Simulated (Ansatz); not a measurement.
# SiSn2Ge3: the cost of one run

Computed with Ansatz 0.2.0 (DFT PBE, scalar-relativistic, plane waves, PAW, unless a step's input says otherwise).

## (1) Starting point

It takes space group P-3m1 (No. 164, trigonal). Conventional cell: a = 4.730 Å, b = 4.730 Å, c = 7.590 Å, α = 90.00°, β = 90.00°, γ = 120.00°. Si (site symmetry -3m) is surrounded by 6 Sn at 3.35 Å and 8 Ge at 3.79 to 3.83 Å. Sn (site symmetry 3m) is surrounded by 7 Ge at 2.83 to 3.30 Å and 3 Si at 3.35 Å. Ge (site symmetry 3m) is surrounded by 4 Sn at 2.83 to 2.96 Å and 6 Ge at 2.95 to 3.52 Å and 3 Si at 3.83 Å. Around Ge (site symmetry -3m) lie 6 Ge at 2.95 Å and 6 Sn at 3.30 Å and 2 Si at 3.79 Å.

As a file:

```xyz
6
Lattice="4.7300 0.0000 0.0000 -2.3650 4.0963 0.0000 0.0000 0.0000 7.5897" Properties=species:S:1:pos:R:3 pbc="T T T"
Si    0.0000    0.0000    0.0000
Sn    0.0000    2.7309    1.9411
Sn    2.3650    1.3654    5.6486
Ge    0.0000    2.7309    4.9029
Ge    2.3650    1.3654    2.6867
Ge    0.0000    0.0000    3.7948
```

A structure generator made this guess: species swapped into a database cell of Li3LaBi2 (P-3m1, No. 164), with Ge on the Li sites, Si on the La sites and Sn on the Bi sites. Its size is a rough estimate.

## (2) A first look at the guess

File input.yaml:

```yaml
crystal:
  lattice:
    - [4.73003388, 0.0, 0.0]
    - [-2.36501694, 4.0963295, 0.0]
    - [0.0, 0.0, 7.58968362]
  atoms:
    - { symbol: Si, position: [0.0, 0.0, 0.0] }
    - { symbol: Sn, position: [0.33333333, 0.66666667, 0.25575] }
    - { symbol: Sn, position: [0.66666667, 0.33333333, 0.74425] }
    - { symbol: Ge, position: [0.33333333, 0.66666667, 0.64600003] }
    - { symbol: Ge, position: [0.66666667, 0.33333333, 0.35399997] }
    - { symbol: Ge, position: [0.0, 0.0, 0.5] }
basis:
  ecutwfc: 420
kpoints:
  mp_grid: { grid: [6, 6, 2] }
hamiltonian:
  xc: pbe
scf:
  occupations: { method: gaussian, width: 0.1 }
  lower_state_search: "off"
output:
  forces: true
  stress: true
  eigenvalues: true
```

On the command line:

```
$ ansatz run input.yaml --threads 1 --pin off --max-ram 2560MiB --backend cpu --events-out ev --progress --plain --runs-dir out
```

Q: Estimate wall time and peak memory on 1 thread of Intel Xeon at 2.50GHz (Skylake/Cascade Lake), shared host.

About 16 s, with a peak of 0.45 GiB.
